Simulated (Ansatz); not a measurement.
# C3H4AlF: single point in a Gaussian basis in Python

Aim: a single point in a Gaussian basis, for C3H4AlF, run from a script.

Program: Ansatz 0.2.0 through its Python package. Level of theory: CAM-B3LYP/cc-pVDZ. These are calculated values, not measurements.

### 1 Starting point

Bond lengths: F1–C2 1.349 Å, C2–C3 1.501 Å, C3–C4 1.385 Å, C3–Al5 1.789 Å, C4–Al5 1.821 Å, C2–H6 1.128 Å, C2–H7 1.128 Å, C4–H8 1.083 Å, Al5–H9 1.640 Å. Angles (14 of 15 angles, heavy atoms first): F1–C2–C3 109.8°, C2–C3–C4 145.2°, C2–C3–Al5 146.0°, C4–C3–Al5 68.6°, C3–C4–Al5 66.2°, C3–Al5–C4 45.1°, F1–C2–H6 110.3°, F1–C2–H7 107.5°, C3–C2–H6 109.9°, C3–C2–H7 111.0°, C3–C4–H8 150.6°, Al5–C4–H8 142.5°, C3–Al5–H9 157.1°, C4–Al5–H9 157.6°.

The script holds or builds the structure itself.

### 2 Script

The input, c3h4alf.py:

```python
"""Single point of C3H4AlF in a Gaussian basis."""

import ansatz as az
import numpy as np
import pandas as pd

system = (
    az.Crystal.molecule()
    .atom("F", [0.5496, 0.1966, -2.2036])
    .atom("C", [1.0603, 0.205, -0.955])
    .atom("C", [-0.0212, -0.1064, 0.0375])
    .atom("C", [-0.6429, -1.1078, 0.7657])
    .atom("Al", [-1.2684, 0.5627, 1.1325])
    .atom("H", [1.5132, 1.2116, -0.7248])
    .atom("H", [1.879, -0.57, -0.9181])
    .atom("H", [-0.8319, -2.157, 0.957])
    .atom("H", [-2.1493, 1.7189, 1.8916])
)

model = (
    system.calculation()
    .basis(gaussian="cc-pVDZ")
    .functional("cam_b3lyp")
    .forces()
)
out = model.run()
report = out.report

for key in ("converged", "free_energy_ev", "reference_energy_ev", "n_frozen", "n_occupied", "n_virtual"):
    print(f"{key:22s} {report[key]}")

field = report["mean_field"]
print("<S^2> =", round(abs(field["state"]["spin_squared"]), 4), " all-electron relativity setting:", field["relativity"])
print("passes:", field["passes"])
if "symmetry" in field:
    print("occupied orbitals by irrep:", field["symmetry"]["occupied"])

symbols = [site.symbol for site in system.cartesian_sites]
print("forces (eV/A)")
for symbol, f in zip(symbols, report["forces_ev_ang"]):
    print(f"  {symbol:2s} {f[0]:9.4f} {f[1]:9.4f} {f[2]:9.4f}")

charges = report["charge_distribution"]
table = pd.DataFrame({"atom": symbols, "mulliken": charges["mulliken_charges_e"], "lowdin": charges["lowdin_charges_e"]})
print(table.round(3).to_string())
print("dipole (e A):", np.round(charges["dipole_moment_e_ang"], 4) + 0.0)
```

### 3 Running it

Started as:

```
python c3h4alf.py
```

Q: Predict the main results. Wanted: total energy; largest force; dipole moment.

**Answer**, as computed:

```
     quantity           value
 total energy  -12484.1373 eV
largest force      3.669 eV/Å
dipole moment          1.55 D
```

In words: Forces reach 3.67 eV/Å, so the atoms aren't at rest. The geometry is a force-field or estimated start, not a minimum of this method, and the basis set is short of its limit. The Löwdin charges here are taken after orthogonalising the functions within each atom; they differ from plain Löwdin charges, and their signs can be unphysical.
